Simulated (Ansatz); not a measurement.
# C3H12InNOSi: up Jacob's ladder to CCSD(T)

The task here is to estimate one member of a computed series from the others.

Method: functionals in def2-TZVPP, the program's frozen cores in correlated methods; program: Ansatz 0.2.0, Gaussian basis.

Plan: LDA (SPW92), PBE-D4, revPBE-D4, BLYP-D4, r2SCAN-D4, B97M-V, PBE0-D4, B3LYP-D4, r2SCANh-D4, r2SCAN0-D4, HSE06-D4, BHLYP-D4, CAM-B3LYP-D4, LC-ωPBE, ωB97X-V, ωB97M-V, B2PLYP, PBE-QIDH; CCSD(T)/def2-SVP; CCSD(T)/def2-TZVPP; MP2/def2-QZVPP; extrapolation to the limit; RPA on PBE.

2 further runs of the same task are left out: 1 for a known fault of the program, 1 that didn't finish.

## The relaxed structure

The geometry comes from an earlier relaxation with PBE0-D4 in a triple-zeta def2 set; it is a stationary point, not always the lowest conformer. In takes the def2 core potential; no spin-orbit term is included.

SMILES `C[N](C)[In]([CH3])[O][SiH3]`, 19 atoms, charge 0, spin multiplicity 1.

Atoms are counted from 1 here; the program's logs count them from 0.

Bond lengths: C1–N2 1.439 Å, C1–H8 1.093 Å, C1–H9 1.101 Å, C1–H10 1.101 Å, N2–C3 1.438 Å, N2–In4 2.005 Å, C3–H11 1.101 Å, C3–H12 1.091 Å, C3–H13 1.101 Å, In4–C5 2.123 Å, In4–O6 1.996 Å, C5–H14 1.090 Å, C5–H15 1.089 Å, C5–H16 1.090 Å, O6–Si7 1.615 Å, Si7–H17 1.490 Å, Si7–H18 1.495 Å, Si7–H19 1.495 Å. Angles: N2–C1–H8 111.4°, N2–C1–H9 111.7°, N2–C1–H10 111.8°, H8–C1–H9 107.4°, H8–C1–H10 107.4°, H9–C1–H10 106.9°, C1–N2–C3 112.8°, C1–N2–In4 122.6°, C3–N2–In4 124.5°, N2–C3–H11 111.7°, N2–C3–H12 111.4°, N2–C3–H13 111.5°, H11–C3–H12 107.5°, H11–C3–H13 107.1°, H12–C3–H13 107.4°, N2–In4–C5 132.8°, N2–In4–O6 111.1°, C5–In4–O6 116.1° and more.

Geometry (Å):

```xyz
19
C3H12InNOSi
C     2.0192   -0.1466   -1.5477
N     1.1302    0.0016   -0.4262
C     1.8270    0.2110    0.8141
In   -0.8637   -0.0981   -0.6063
C    -2.1486   -0.3811   -2.2730
O    -1.7579    0.1321    1.1632
Si   -1.5413    0.2899    2.7555
H     1.4656   -0.3017   -2.4778
H     2.6525    0.7436   -1.6867
H     2.6977   -1.0049   -1.4219
H     2.4916   -0.6330    1.0550
H     1.1314    0.3285    1.6468
H     2.4534    1.1156    0.7781
H    -2.8217    0.4727   -2.3488
H    -1.5780   -0.4785   -3.1952
H    -2.7412   -1.2818   -2.1140
H    -2.8574    0.3295    3.4536
H    -0.8050    1.5445    3.1005
H    -0.7539   -0.8434    3.3309
```

The first run:

in.yaml reads:

```yaml
crystal:
  periodic: [false, false, false]
  atoms:
    - {symbol: C, position_ang: [2.019189, -0.146565, -1.547658]}
    - {symbol: N, position_ang: [1.130232, 0.001595, -0.426248]}
    - {symbol: C, position_ang: [1.827018, 0.210999, 0.814107]}
    - {symbol: In, position_ang: [-0.863738, -0.098090, -0.606349]}
    - {symbol: C, position_ang: [-2.148604, -0.381067, -2.272952]}
    - {symbol: O, position_ang: [-1.757897, 0.132079, 1.163175]}
    - {symbol: Si, position_ang: [-1.541275, 0.289899, 2.755542]}
    - {symbol: H, position_ang: [1.465627, -0.301747, -2.477820]}
    - {symbol: H, position_ang: [2.652487, 0.743580, -1.686743]}
    - {symbol: H, position_ang: [2.697677, -1.004884, -1.421942]}
    - {symbol: H, position_ang: [2.491635, -0.632972, 1.055046]}
    - {symbol: H, position_ang: [1.131390, 0.328534, 1.646751]}
    - {symbol: H, position_ang: [2.453435, 1.115585, 0.778114]}
    - {symbol: H, position_ang: [-2.821741, 0.472694, -2.348785]}
    - {symbol: H, position_ang: [-1.578023, -0.478506, -3.195183]}
    - {symbol: H, position_ang: [-2.741201, -1.281759, -2.114005]}
    - {symbol: H, position_ang: [-2.857365, 0.329533, 3.453575]}
    - {symbol: H, position_ang: [-0.804978, 1.544501, 3.100454]}
    - {symbol: H, position_ang: [-0.753867, -0.843429, 3.330910]}
basis:
  gaussian: {orbitals: def2-TZVPP}
hamiltonian: {xc: lda}
output: {orbitals: {seedname: orbitals}}
```

Run with:

```console
ansatz run in.yaml --threads 2 --pin off --events-out ev --progress --plain --max-ram 32768MiB --backend cuda --devices 0, --max-vram 18GiB
```

Among the steps run: LDA; PBE-D4 (GGA); revPBE-D4 (GGA); BLYP-D4 (GGA); r2SCAN-D4 (meta-GGA); B97M-V (meta-GGA); B3LYP-D4 (hybrid); r2SCANh-D4 (hybrid); r2SCAN0-D4 (hybrid); HSE06-D4 (hybrid); BHLYP-D4 (hybrid); CAM-B3LYP-D4 (range-separated); LC-ωPBE (range-separated); ωB97X-V (range-separated); ωB97M-V (range-separated); B2PLYP (double hybrid); PBE-QIDH (double hybrid).

One of the session's tables, all rows but one given; the rest of the session is left out.

It belongs to the step «Frontier levels by functional». 

```
  functional  HOMO (eV)  gap (eV)
 LDA (SPW92)      -5.07      3.15
      PBE-D4      -4.92      3.23
   revPBE-D4      -4.85      3.28
     BLYP-D4      -4.82      3.19
   r2SCAN-D4      -5.12      3.71
      B97M-V      -5.25      3.57
     PBE0-D4      -6.12      5.32
    B3LYP-D4      -5.94      4.84
  r2SCANh-D4      -5.57      4.48
  r2SCAN0-D4      -6.28      5.64
    HSE06-D4      -5.72      4.55
    BHLYP-D4      -7.31      7.24
CAM-B3LYP-D4      -7.49      7.58
     LC-ωPBE      -8.79      9.94
     ωB97X-V          ?         ?
     ωB97M-V      -8.42      9.01
```

**Question.** Estimate the row for ωB97X-V.

The run gave: HOMO (eV): -8.48; gap (eV): 9.47. In the column «HOMO (eV)» it lies between LC-ωPBE (-8.79) and ωB97M-V (-8.42).
